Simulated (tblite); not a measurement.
# C4H12OP2Si: the cost of one run

The runs use tblite 0.8.0 and PySCF 2.14.0, with density-fitted response routines of our own; the level of theory stands in each step. All values are computed, except where a source is named. Atoms count from 0, in the outputs and in this text.

## Step 1: Starting geometry

20 atoms, charge 0, multiplicity 1; geometry from: force field or distance geometry start.

Bonds of the start (Å): C0–C1 1.49, C1–O2 1.25, C1–C3 1.48, C3–P4 1.83, P4–P5 2.19, P4–C6 1.86, C6–Si7 1.85, C0–H8 1.11, C0–H9 1.11, C0–H10 1.10, C3–H11 1.12, C3–H12 1.13, P5–H13 1.47, P5–H14 1.47, C6–H15 1.08, C6–H16 1.13, Si7–H17 1.47, Si7–H18 1.47, Si7–H19 1.48.

## Step 2: Relaxing the molecule with GFN2-xTB

The job: settings as JSON, then the geometry in Å.

```
{"job": {"kind": "relax", "xc": "GFN2-xTB", "basis": "xTB"}, "charge": 0, "multiplicity": 1}
C      2.864300    -0.316100    -0.389900
C      1.828100    -1.271500     0.106700
O      2.164500    -2.339400     0.672300
C      0.373400    -1.013900    -0.021300
P     -0.025500     0.574700    -0.838600
P      0.397000     2.324800     0.409400
C     -1.862000     0.588900    -1.144800
Si    -2.611500    -0.625700     0.038000
H      2.913300    -0.309600    -1.499500
H      2.668000     0.721600    -0.047100
H      3.821800    -0.708900    -0.027000
H     -0.111700    -1.826000    -0.612500
H     -0.019400    -0.945000     1.034600
H      1.197000     3.254000    -0.405400
H     -0.843800     3.007200     0.820900
H     -2.090600     0.256100    -2.146600
H     -2.215400     1.639400    -0.948200
H     -4.079800    -0.693600    -0.048800
H     -2.125600    -1.961400    -0.338700
H     -2.247300    -0.344900     1.441600
```

Launch:

```bash
$ OMP_NUM_THREADS=1 python probes_run.py task.json out
```

This one command runs all jobs of the session in turn.

Q: Estimate the wall time and peak memory of this first job on 1 thread of Intel Xeon Platinum 8488C, shared host.

About 2.2 s, with a peak of 0.18 GiB.
